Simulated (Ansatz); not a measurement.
# CH6SSn: the cost of one run

Computed with Ansatz 0.2.0, Gaussian basis. Level: PBE0-D4, def2-SVP first, then def2-TZVP.

105 further runs of the same task are left out: 105 set aside as unsound or not needed.

**1. Starting geometry**

The guess: 9 atoms, charge 0, spin multiplicity 1.

Atoms are counted from 1 here; the program's logs count them from 0.

Bond lengths: Sn1–C2 2.444 Å, Sn1–S3 2.354 Å, Sn1–H4 2.186 Å, Sn1–H5 1.772 Å, Sn1–H6 1.769 Å, C2–H7 1.088 Å, C2–H8 1.087 Å, C2–H9 1.093 Å. Angles: C2–Sn1–S3 81.4°, C2–Sn1–H4 37.0°, C2–Sn1–H5 107.4°, C2–Sn1–H6 104.1°, S3–Sn1–H4 44.4°, S3–Sn1–H5 126.0°, S3–Sn1–H6 125.3°, H4–Sn1–H5 124.8°, H4–Sn1–H6 121.5°, H5–Sn1–H6 104.5°, Sn1–C2–H7 95.2°, Sn1–C2–H8 102.4°, Sn1–C2–H9 137.8°, H7–C2–H8 108.9°, H7–C2–H9 103.6°, H8–C2–H9 106.4°.

Geometry (Å):

```xyz
9

Sn    0.01470   -1.16810    0.66940
C    -0.06670    1.05810   -0.33610
S     0.57070   -1.75760   -1.54030
H     0.27260   -0.09310   -1.21610
H     1.13550   -1.08910    2.03970
H    -1.57990   -1.36550    1.41040
H     0.46340    1.55260    0.47570
H    -1.12250    1.30630   -0.27030
H     0.31230    1.55650   -1.23240
```

Distances that are to change: C2–H4 1.49 Å, Sn1–C2 2.44 Å, S3–H4 1.72 Å.

**2. Relaxing the guess with the reacting distances held**

The input, hold/in.yaml:

```yaml
crystal:
  periodic: [false, false, false]
  atoms:
    - {symbol: Sn, position_ang: [0.014700, -1.168100, 0.669400]}
    - {symbol: C, position_ang: [-0.066700, 1.058100, -0.336100]}
    - {symbol: S, position_ang: [0.570700, -1.757600, -1.540300]}
    - {symbol: H, position_ang: [0.272600, -0.093100, -1.216100]}
    - {symbol: H, position_ang: [1.135500, -1.089100, 2.039700]}
    - {symbol: H, position_ang: [-1.579900, -1.365500, 1.410400]}
    - {symbol: H, position_ang: [0.463400, 1.552600, 0.475700]}
    - {symbol: H, position_ang: [-1.122500, 1.306300, -0.270300]}
    - {symbol: H, position_ang: [0.312300, 1.556500, -1.232400]}
basis:
  gaussian: {orbitals: def2-SVP}
hamiltonian: {xc: pbe0, dispersion: d4}
relax: {f_tol: 0.04, max_steps: 150, escape_saddle: false, constraints: [{distance: [1, 3]}, {distance: [0, 1]}, {distance: [2, 3]}]}
```

Started as:

```bash
$ ansatz run in.yaml --threads 4 --pin off --events-out ev --progress --plain --max-ram 9574MiB
```

**Question.** How long does this run take on 4 threads of Intel Xeon at 2.50GHz, shared host?

About 67 s.
